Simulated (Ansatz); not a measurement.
# CH4IInO: a ladder of functionals and wavefunction methods

Aim: compute CH4IInO with functionals from several rungs and with coupled cluster, and see how far each lands from CCSD(T) at the basis-set limit for the atomisation energy.

Program: Ansatz 0.2.0, Gaussian basis. Level of theory: functionals in def2-TZVPP, the program's frozen cores in correlated methods. These are calculated values, not measurements.

Plan: LDA (SPW92), PBE-D4, revPBE-D4, BLYP-D4, r2SCAN-D4, B97M-V, PBE0-D4, B3LYP-D4, r2SCANh-D4, r2SCAN0-D4, HSE06-D4, BHLYP-D4, CAM-B3LYP-D4, LC-ωPBE, ωB97X-V, ωB97M-V, B2PLYP, PBE-QIDH; CCSD(T)/def2-SVP; CCSD(T)/def2-TZVPP; MP2/def2-QZVPP; extrapolation to the limit; RPA on PBE.

### 1 The geometry

The geometry comes from an earlier relaxation with PBE0-D4 in a triple-zeta def2 set; it is a stationary point, not always the lowest conformer. In, I take the def2 core potential; no spin-orbit term is included.

SMILES `O[CH2][InH][I]`, 8 atoms, charge 0, spin multiplicity 1.

Atoms are counted from 1 here; the program's logs count them from 0.

Bond lengths: O1–C2 1.400 Å, O1–H5 0.966 Å, C2–In3 2.176 Å, C2–H6 1.098 Å, C2–H7 1.091 Å, In3–I4 2.712 Å, In3–H8 1.709 Å. Angles: C2–O1–H5 109.5°, O1–C2–In3 111.7°, O1–C2–H6 112.6°, O1–C2–H7 107.9°, In3–C2–H6 107.6°, In3–C2–H7 109.2°, H6–C2–H7 107.7°, C2–In3–I4 102.2°, C2–In3–H8 144.0°, I4–In3–H8 113.8°.

### 2 LDA

This LDA is Slater exchange with PW92 correlation.

The input, in.yaml:

```yaml
crystal:
  periodic: [false, false, false]
  atoms:
    - {symbol: O, position_ang: [-0.283387, 1.648520, -0.093805]}
    - {symbol: C, position_ang: [0.348974, 0.671759, 0.685095]}
    - {symbol: In, position_ang: [0.381047, -1.260328, -0.315648]}
    - {symbol: I, position_ang: [-1.833866, -1.135650, -1.875693]}
    - {symbol: H, position_ang: [-1.086913, 1.279802, -0.482030]}
    - {symbol: H, position_ang: [-0.134254, 0.531566, 1.661526]}
    - {symbol: H, position_ang: [1.373830, 0.999916, 0.866584]}
    - {symbol: H, position_ang: [1.234569, -2.735576, -0.446028]}
basis:
  gaussian: {orbitals: def2-TZVPP}
hamiltonian: {xc: lda}
output: {orbitals: {seedname: orbitals}}
```

On the command line:

```
$ ansatz run in.yaml --threads 2 --pin off --events-out ev --progress --plain --max-ram 4352MiB
```

Further steps of the session: PBE-D4 (GGA); revPBE-D4 (GGA); BLYP-D4 (GGA); r2SCAN-D4 (meta-GGA); B97M-V (meta-GGA); B3LYP-D4 (hybrid); r2SCANh-D4 (hybrid); r2SCAN0-D4 (hybrid); HSE06-D4 (hybrid); BHLYP-D4 (hybrid); CAM-B3LYP-D4 (range-separated); LC-ωPBE (range-separated); ωB97X-V (range-separated); ωB97M-V (range-separated); B2PLYP (double hybrid); PBE-QIDH (double hybrid); CCSD(T) in def2-SVP; CCSD(T) in def2-TZVPP; MP2 in def2-QZVPP; RPA on PBE orbitals.

Q: Predict the results of all the runs planned. Wanted: atomisation energy, CCSD(T)/CBS; farthest beyond LDA; mean size of error, GGA; mean size of error, meta-GGA; mean size of error, hybrid; mean size of error, range-separated; mean size of error, double hybrid; gap, smallest and largest; T1 diagnostic.

The runs gave:

```
                               quantity                                     value
        atomisation energy, CCSD(T)/CBS                            577.4 kcal/mol
functionals within 5.8 kcal/mol (1.0 %)              r2SCAN-D4, HSE06-D4, ωB97X-V
                    farthest beyond LDA                 BHLYP-D4 (-28.9 kcal/mol)
                mean size of error, GGA                             10.0 kcal/mol
           mean size of error, meta-GGA                              5.1 kcal/mol
             mean size of error, hybrid                             12.3 kcal/mol
    mean size of error, range-separated                              6.4 kcal/mol
      mean size of error, double hybrid                             13.0 kcal/mol
              gap, smallest and largest  3.19 eV (LDA (SPW92)), 9.65 eV (LC-ωPBE)
                          T1 diagnostic                                    0.0121
triples share of the correlation energy                                     2.9 %
```

The LDA atomisation energy is off by 90.4 kcal/mol (16 %): it overbinds. PBE-D4 misses by +5.8 kcal/mol. Double hybrids carry the basis error of their MP2 part in triple zeta, and no dispersion term here, so their miss is partly the set-up's. By mean error the best rung here is meta-GGA (5.1 kcal/mol) and the worst beyond LDA is double hybrid (13.0 kcal/mol). The gap between the best rungs is small, so their order is not settled. The reference freezes the cores and leaves out spin-orbit coupling and excitations past (T), and its outer-core shells are covered unevenly, so misses under about 5.8 kcal/mol can't be ranked. All levels share the lack of spin-orbit coupling, which lowers the free heavy atoms and so the true binding. Hartree-Fock recovers 68 % of the binding; the rest is correlation. CCSD(T) in def2-SVP is off by -43.8 kcal/mol, more than most functionals: a good method in a small basis is no reference. Orbital gaps span 3.2 to 9.6 eV; exact exchange widens them. Correlated methods include outer-core shells of I, In, which these sets cover unevenly.
